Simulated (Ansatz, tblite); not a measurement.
# C₁₇H₉F₆N₃: a ladder of methods and basis sets

One table from this session's results is given with a row withheld; the runs are named, their logs left out.

Computed with Ansatz 0.2.0, Gaussian basis. Level: as each input shows.

Plan: GFN1-xTB, GFN2-xTB, PBE-D4/def2-TZVP, r2SCAN-D4/def2-TZVP, PBE-D4/def2-SVP, PBE0-D4/def2-SVP.

1 further run of the same task is left out (set aside as unsound or not needed).

### The structure

The singlet was relaxed beforehand with PBE-D4/def2-SVP.

SMILES `FC(F)(F)c1ccc(-c2ccc(-c3ccc(C(F)(F)F)nc3)nc2)nc1`, 35 atoms, charge 0, spin multiplicity 1.

Bond lengths: F1–C2 1.354 Å, C2–F3 1.356 Å, C2–F4 1.353 Å, C2–C5 1.508 Å, C5–C6 1.403 Å, C5–C26 1.408 Å, C6–C7 1.396 Å, C6–H27 1.100 Å, C7–C8 1.415 Å, C7–H28 1.098 Å, C8–C9 1.482 Å, C8–N25 1.353 Å, C9–C10 1.409 Å, C9–C24 1.417 Å, C10–C11 1.396 Å, C10–H29 1.100 Å, C11–C12 1.413 Å, C11–H30 1.099 Å and more. Angles: F1–C2–F3 107.2°, F1–C2–F4 107.9°, F1–C2–C5 111.6°, F3–C2–F4 107.2°, F3–C2–C5 111.3°, F4–C2–C5 111.5°, C2–C5–C6 121.3°, C2–C5–C26 120.7°, C6–C5–C26 118.0°, C5–C6–C7 118.9°, C5–C6–H27 120.3°, C7–C6–H27 120.9°, C6–C7–C8 119.3°, C6–C7–H28 119.6°, C8–C7–H28 121.0°, C7–C8–C9 122.4°, C7–C8–N25 121.3°, C9–C8–N25 116.4° and more.

As a file:

| atom | x (Å) | y (Å) | z (Å) |
| --- | --- | --- | --- |
| F1 | 7.6612 | -0.3720 | -1.1241 |
| C2 | 7.0412 | -0.2424 | 0.0731 |
| F3 | 7.4324 | -1.2882 | 0.8422 |
| F4 | 7.5076 | 0.8828 | 0.6623 |
| C5 | 5.5414 | -0.2058 | -0.0796 |
| C6 | 4.9038 | -0.8186 | -1.1687 |
| C7 | 3.5091 | -0.7960 | -1.2334 |
| C8 | 2.7777 | -0.1583 | -0.2043 |
| C9 | 1.2966 | -0.0995 | -0.2030 |
| C10 | 0.4964 | -0.5236 | -1.2830 |
| C11 | -0.8935 | -0.4380 | -1.1918 |
| C12 | -1.4806 | 0.0737 | -0.0125 |
| C13 | -2.9499 | 0.1901 | 0.1628 |
| C14 | -3.8843 | -0.2115 | -0.8123 |
| C15 | -5.2529 | -0.0676 | -0.5608 |
| C16 | -5.6419 | 0.4787 | 0.6715 |
| C17 | -7.1101 | 0.6641 | 1.0256 |
| F18 | -7.4423 | -0.0535 | 2.1190 |
| F19 | -7.9155 | 0.2609 | 0.0097 |
| F20 | -7.3918 | 1.9581 | 1.2811 |
| N21 | -4.7756 | 0.8696 | 1.6175 |
| C22 | -3.4722 | 0.7284 | 1.3671 |
| N23 | -0.7164 | 0.4867 | 1.0239 |
| C24 | 0.6093 | 0.4054 | 0.9290 |
| N25 | 3.4031 | 0.4299 | 0.8409 |
| C26 | 4.7343 | 0.4070 | 0.8986 |
| H27 | 5.4973 | -1.3033 | -1.9574 |
| H28 | 2.9969 | -1.2793 | -2.0765 |
| H29 | 0.9492 | -0.9130 | -2.2066 |
| H30 | -1.5121 | -0.7645 | -2.0390 |
| H31 | -3.5570 | -0.6395 | -1.7711 |
| H32 | -6.0055 | -0.3718 | -1.3003 |
| H33 | -2.7624 | 1.0501 | 2.1464 |
| H34 | 1.2042 | 0.7525 | 1.7898 |
| H35 | 5.2023 | 0.9083 | 1.7639 |

PBE0-D4/def2-TZVP was run before; its log isn't repeated, and its numbers join the tables.

The first run:

Tight binding, by tblite at 300 K electronic temperature and without a spin-polarisation term:

```python
tblite.interface.Calculator('GFN1-xTB', numbers, positions, charge=0, uhf=0).singlepoint()
```

Tight binding, by tblite at 300 K electronic temperature and without a spin-polarisation term:

```python
tblite.interface.Calculator('GFN2-xTB', numbers, positions, charge=0, uhf=0).singlepoint()
```

start.molden holds the orbitals of an earlier run on this state, given as this run's starting guess.

The input, in.yaml:

```yaml
crystal:
  periodic: [false, false, false]
  atoms:
    - {symbol: F, position_ang: [7.661224, -0.371950, -1.124075]}
    - {symbol: C, position_ang: [7.041243, -0.242358, 0.073066]}
    - {symbol: F, position_ang: [7.432377, -1.288175, 0.842230]}
    - {symbol: F, position_ang: [7.507551, 0.882804, 0.662300]}
    - {symbol: C, position_ang: [5.541382, -0.205752, -0.079600]}
    - {symbol: C, position_ang: [4.903773, -0.818595, -1.168652]}
    - {symbol: C, position_ang: [3.509082, -0.796005, -1.233448]}
    - {symbol: C, position_ang: [2.777652, -0.158287, -0.204281]}
    - {symbol: C, position_ang: [1.296642, -0.099498, -0.203044]}
    - {symbol: C, position_ang: [0.496369, -0.523635, -1.282969]}
    - {symbol: C, position_ang: [-0.893526, -0.437961, -1.191835]}
    - {symbol: C, position_ang: [-1.480647, 0.073704, -0.012473]}
    - {symbol: C, position_ang: [-2.949872, 0.190095, 0.162771]}
    - {symbol: C, position_ang: [-3.884278, -0.211475, -0.812338]}
    - {symbol: C, position_ang: [-5.252889, -0.067590, -0.560787]}
    - {symbol: C, position_ang: [-5.641892, 0.478720, 0.671537]}
    - {symbol: C, position_ang: [-7.110058, 0.664128, 1.025559]}
    - {symbol: F, position_ang: [-7.442269, -0.053499, 2.118965]}
    - {symbol: F, position_ang: [-7.915517, 0.260857, 0.009727]}
    - {symbol: F, position_ang: [-7.391764, 1.958137, 1.281144]}
    - {symbol: N, position_ang: [-4.775645, 0.869593, 1.617496]}
    - {symbol: C, position_ang: [-3.472183, 0.728373, 1.367131]}
    - {symbol: N, position_ang: [-0.716427, 0.486698, 1.023899]}
    - {symbol: C, position_ang: [0.609271, 0.405361, 0.928978]}
    - {symbol: N, position_ang: [3.403116, 0.429950, 0.840891]}
    - {symbol: C, position_ang: [4.734289, 0.407003, 0.898574]}
    - {symbol: H, position_ang: [5.497338, -1.303332, -1.957400]}
    - {symbol: H, position_ang: [2.996924, -1.279341, -2.076499]}
    - {symbol: H, position_ang: [0.949195, -0.913021, -2.206560]}
    - {symbol: H, position_ang: [-1.512061, -0.764505, -2.038967]}
    - {symbol: H, position_ang: [-3.557020, -0.639491, -1.771053]}
    - {symbol: H, position_ang: [-6.005514, -0.371832, -1.300342]}
    - {symbol: H, position_ang: [-2.762415, 1.050066, 2.146383]}
    - {symbol: H, position_ang: [1.204245, 0.752524, 1.789820]}
    - {symbol: H, position_ang: [5.202282, 0.908309, 1.763864]}
basis:
  gaussian: {orbitals: def2-TZVP, fitting: {mean_field: def2-universal-jkfit}, initial_orbitals: start.molden}
hamiltonian: {xc: pbe, dispersion: d4}
scf: {omitted_lower_state_checks: [starts]}
output: {orbitals: {seedname: orbitals}}
```

Command:

```
$ ansatz run in.yaml --threads 2 --pin off --events-out ev --progress --plain --max-ram 32768MiB --backend cuda --devices 0, --max-vram 18GiB
```

Steps of the session up to this table: PBE-D4/def2-TZVP; r2SCAN-D4/def2-TZVP; PBE-D4/def2-SVP; PBE0-D4/def2-SVP.

One of the session's tables, all rows but one given; the rest of the session is left out.

It belongs to the step «Binding energy». 

| level | binding an atom (eV) |
| --- | --- |
| PBE-D4/def2-SVP | 5.553 |
| PBE-D4/def2-TZVP | ? |
| r2SCAN-D4/def2-TZVP | 5.203 |
| PBE0-D4/def2-SVP | 5.367 |
| PBE0-D4/def2-TZVP | 5.258 |

Estimate the missing values for PBE-D4/def2-TZVP.

**Answer.** binding an atom (eV): 5.434. In the column «binding an atom (eV)» it lies between PBE0-D4/def2-SVP (5.367) and PBE-D4/def2-SVP (5.553).

To keep in mind: Free atoms were run apart at each level; binding is atoms less cluster, divided by the number of atoms, without zero-point or spin-orbit terms.
